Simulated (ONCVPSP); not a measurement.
# An ONCV potential for Cu, from input to tests

Do these settings give a usable potential? It is generated, then checked for transferability, scattering, ghosts and hardness.

Program: ONCVPSP 4.0.1.1 (patched build). Reference atom: PBE, scalar-relativistic, spherical and spin-unpolarised. All values are calculated.

## (1) Starting point

Typed settings, in words:

| Quantity | Value |
| --- | --- |
| element | copper (Cu, Z = 29) |
| type | optimised norm-conserving Vanderbilt (ONCV) |
| frozen core | [Ne] |
| valence charge | 19 |
| reference configuration | 3s2 3p6 3d10 4s0.75 4p0.25 |
| partial waves | 3s+4s: rc 1.05 bohr, ncon 4, nbas 9, qcut 9.4 1/bohr, 2 projectors; 3p+4p: rc 1.15 bohr, ncon 4, nbas 9, qcut 14.1 1/bohr, 2 projectors; 3d: rc 1.05 bohr, ncon 4, nbas 8, qcut 13.5 1/bohr, 3 projectors, debl 3.6 Ha |
| local potential | polynomial inside 0.85 bohr (lpopt 5, dvloc0 3 Ha) |
| core correction | Teter function, fcfact 1.75, rcfact 1.4 |

## (2) Generating the potential

Input file Cu.dat:

```
# ATOM AND REFERENCE CONFIGURATION
# atsym  z   nc   nv     iexc    psfile
  Cu 29.00    3    5        4      upf
#
#   n    l    f
    1    0    2.00
    2    0    2.00
    2    1    6.00
    3    0    2.00
    3    1    6.00
    3    2   10.00
    4    0    0.75
    4    1    0.25
#
# PSEUDOPOTENTIAL AND OPTIMIZATION
# lmax
    2
#
#   l,   rc,      ep,       ncon, nbas, qcut
    0    1.05    0.00    4    9    9.40
    1    1.15    0.00    4    9   14.10
    2    1.05    0.00    4    8   13.50
#
# LOCAL POTENTIAL
# lloc, lpopt,  rc(5),   dvloc0
    4    5    0.85    3.00
#
# VANDERBILT-KLEINMAN-BYLANDER PROJECTORs
# l, nproj, debl
    0    2    1.60
    1    2    2.20
    2    3    3.60
#
# MODEL CORE CHARGE
# icmod, fcfact, rcfact
    3    1.75    1.40
#
# LOG DERIVATIVE ANALYSIS
# epsh1, epsh2, depsh
   -6.00    5.00    0.04
#
# OUTPUT GRID
# rlmax, drl
    6.00    0.01
#
# TEST CONFIGURATIONS
# ncnf
    4
# nvcnf
#   n    l    f
    5
    3    0    2.00
    3    1    6.00
    3    2   10.00
    4    0    1.00
    4    1    0.00
#
    5
    3    0    2.00
    3    1    6.00
    3    2   10.00
    4    0    0.00
    4    1    0.00
#
    5
    3    0    2.00
    3    1    6.00
    3    2    9.00
    4    0    0.00
    4    1    0.00
#
    5
    3    0    2.00
    3    1    5.00
    3    2   10.00
    4    0    1.00
    4    1    0.00
#
```

On the command line:

```bash
$ oncvpsp.x < Cu.dat > Cu.out
```

What does the calculation give? Wanted: cutoffs for 1 and 0.1 mHa per electron, occupied waves; bound ghosts; GHOST(+) flags; largest test error; largest phase difference near zero energy, channels read; rms error of d²Exc/dn², without and with the model core.

As calculated:

| quantity | value |
| --- | --- |
| cutoffs for 1 and 0.1 mHa per electron, occupied waves | 79 Ha and 89 Ha |
| bound ghosts | none found |
| GHOST(+) flags | none at low energy |
| largest test error (AE − PS) | -14 meV, for 3s2 3p5 3d10 4s1 4p0 (2 tests unsolved) |
| largest phase difference near zero energy, channels read | 0.000 rad |
| rms error of d²Exc/dn², without and with the model core | 1.56 and 0.92 mHa |

In words: The worst unpolarised test, 3s2 3p5 3d10 4s1 4p0, is off by 14 meV on 78.5 eV; by total energies transferability rates as good where solved. Of the tests 2 gave no usable energy difference, which is a warning in itself. By its cutoff, 79 Ha for the looser tolerance, it is very hard. At the looser tolerance the 3d wave is the slowest; 3p needs 49 Ha. No bound ghost shows below the valence levels. Near zero energy the phases of the channels with partial waves agree within 0.001 rad. All of this concerns the isolated atom, not yet a solid.
